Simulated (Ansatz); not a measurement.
**Si2Mo (I4/mmm): equation of state with a fit**

Where is the equilibrium volume of Si2Mo (I4/mmm), and how stiff is it? Wanted for Si2Mo (I4/mmm): an equation of state with a fit.

Computed with the Python package of Ansatz 0.2.0. Level of theory: DFT PBE, plane waves, PAW.

## 1. The structure

It takes space group I4/mmm (No. 139, tetragonal). The conventional cell has a = 3.200 Å, b = 3.200 Å, c = 7.861 Å, α = 90.00°, β = 90.00°, γ = 90.00°. Si (site symmetry 4mm) has 5 Si at 2.61 to 2.63 Å and 5 Mo at 2.62 Å as nearest neighbours. Around Mo (site symmetry 4/mmm) lie 10 Si at 2.62 Å.

The script holds or builds the structure itself.

## 2. The script

run_eos.py

```python
"""Bulk modulus of Si2Mo from an E(V) curve."""

import ansatz as az
from ase.eos import EquationOfState
from ase.units import GPa
import numpy as np

VECTORS = np.array([
    [-1.6, 1.6, 3.9305],
    [1.6, -1.6, 3.9305],
    [1.6, 1.6, -3.9305],
])
SITES = [
    ("Si", [0.333, 0.333, 0.0]),
    ("Si", [0.667, 0.667, 0.0]),
    ("Mo", [0.0, 0.0, 0.0]),
]


def crystal_on(cell):
    crystal = az.Crystal(lattice=az.Lattice.of(cell))
    for symbol, position in SITES:
        crystal = crystal.atom(symbol, position)
    return crystal

# scale the volume, keep shape and fractions
volumes, energies, pressures = [], [], []
for scale in np.linspace(0.94, 1.06, 7):
    cell = VECTORS * scale ** (1 / 3)
    model = (
        crystal_on(cell).calculation()
        .occupations("fermi_dirac", width=0.1)
        .basis(500)
        .kpoints(13, 13, 13)
        .stress()
    )
    summary = model.run().report
    volumes.append(abs(np.linalg.det(cell)) / len(SITES))
    energies.append(summary["free_energy_ev"] / len(SITES))
    pressures.append(np.trace(summary["stress_gpa"]) / 3)
    print(f"V = {volumes[-1]:8.4f} A^3/atom  F = {energies[-1]:.5f} eV/atom  P = {pressures[-1]:8.3f} GPa")

eos = EquationOfState(volumes, energies, eos="birchmurnaghan")
v0, e0, bulk = eos.fit()
print(f"V0 = {v0:.4f} A^3/atom, E0 = {e0:.5f} eV/atom, B = {bulk / GPa:.1f} GPa")
eos.plot("eos.png")
```

## 3. The calls as engine input

The engine receives this input (first run):

```yaml
crystal:
  lattice:
    - [-1.5673377739448986, 1.5673377739448986, 3.8502632003065145]
    - [1.5673377739448986, -1.5673377739448986, 3.8502632003065145]
    - [1.5673377739448986, 1.5673377739448986, -3.8502632003065145]
  atoms:
    - { symbol: Si, position: [0.333, 0.333, 0.0] }
    - { symbol: Si, position: [0.667, 0.667, 0.0] }
    - { symbol: Mo, position: [0.0, 0.0, 0.0] }
basis:
  ecutwfc: 500.0
kpoints:
  mp_grid:
    grid: [13, 13, 13]
scf:
  occupations:
    method: fermi_dirac
    width: 0.1
output:
  stress: true
```

## 4. Running it

Started as:

```console
> python run_eos.py
```

Log:

```text
V =  12.6111 A^3/atom  F = -2076.32621 eV/atom  P =   17.687 GPa
V =  12.8795 A^3/atom  F = -2076.35097 eV/atom  P =   11.984 GPa
V =  13.1478 A^3/atom  F = -2076.36667 eV/atom  P =    6.863 GPa
V =  13.4161 A^3/atom  F = -2076.37424 eV/atom  P =    2.265 GPa
V =  13.6844 A^3/atom  F = -2076.37452 eV/atom  P =   -1.862 GPa
V =  13.9528 A^3/atom  F = -2076.36825 eV/atom  P =   -5.563 GPa
V =  14.2211 A^3/atom  F = -2076.35610 eV/atom  P =   -8.880 GPa
V0 = 13.5599 A^3/atom, E0 = -2076.37525 eV/atom, B = 207.5 GPa
```

It took 50 s on 1 thread of Arm Neoverse V1, shared host; peak memory 0.48 GiB.

## 5. Inputs of later runs

The engine's inputs for some of the other runs:

Run 2, against run 1:

```diff
@@ -3,3 +3,3 @@
-    - [-1.5673377739448986, 1.5673377739448986, 3.8502632003065145]
-    - [1.5673377739448986, -1.5673377739448986, 3.8502632003065145]
-    - [1.5673377739448986, 1.5673377739448986, -3.8502632003065145]
+    - [-1.578375727571501, 1.578375727571501, 3.8773786232623646]
+    - [1.578375727571501, -1.578375727571501, 3.8773786232623646]
+    - [1.578375727571501, 1.578375727571501, -3.8773786232623646]
```

Run 5, against run 1:

```diff
@@ -3,3 +3,3 @@
-    - [-1.5673377739448986, 1.5673377739448986, 3.8502632003065145]
-    - [1.5673377739448986, -1.5673377739448986, 3.8502632003065145]
-    - [1.5673377739448986, 1.5673377739448986, -3.8502632003065145]
+    - [-1.610596335296181, 1.610596335296181, 3.956530559926024]
+    - [1.610596335296181, -1.610596335296181, 3.956530559926024]
+    - [1.610596335296181, 1.610596335296181, -3.956530559926024]
```

Run 6, against run 1:

```diff
@@ -3,3 +3,3 @@
-    - [-1.5673377739448986, 1.5673377739448986, 3.8502632003065145]
-    - [1.5673377739448986, -1.5673377739448986, 3.8502632003065145]
-    - [1.5673377739448986, 1.5673377739448986, -3.8502632003065145]
+    - [-1.6210550461122837, 1.6210550461122837, 3.9822230367152063]
+    - [1.6210550461122837, -1.6210550461122837, 3.9822230367152063]
+    - [1.6210550461122837, 1.6210550461122837, -3.9822230367152063]
```

## 6. Run by run

One row for each of the 7 runs:

```tsv
run	volume (Å³/atom)	energy from run 5 (meV/atom)	pressure (GPa)	SCF cycles	CPU time (s)
1	12.611	48.31	17.69	6	6.9
2	12.879	23.55	11.98	6	6.7
3	13.148	7.85	6.86	6	6.9
4	13.416	0.28	2.26	6	6.9
5	13.684	0.00	-1.86	6	7
6	13.953	6.27	-5.56	6	7.1
7	14.221	18.42	-8.88	6	7.2
```

Energies are free energies F = E - TS of the smeared occupations. 

## 7. What came out

| quantity | value |
| --- | --- |
| runs compared | 7 |
| range of energy | 48.31 meV/atom |
| lowest point, volume (Å³/atom) | 13.684 |
| equilibrium volume (fit) | 13.56 Å³/atom |
| bulk modulus (fit) | 208 GPa |

In words: A third-order Birch-Murnaghan fit through the 7 points has its minimum at 13.56 Å³ an atom, 1.1 % above the typed cell, with a bulk modulus of 208 GPa and dB/dP = 4.5. From that minimum the energy rises by 49.0 meV an atom on the compressed side and 19.1 meV on the expanded side. Shape and fractional positions are held along the curve, so the bulk modulus is an upper value where they are free to relax, by a factor of two or more in layered or hydrogen-bonded cells. Pressure is positive in compression. No functional is typed, so the default, PBE, holds.
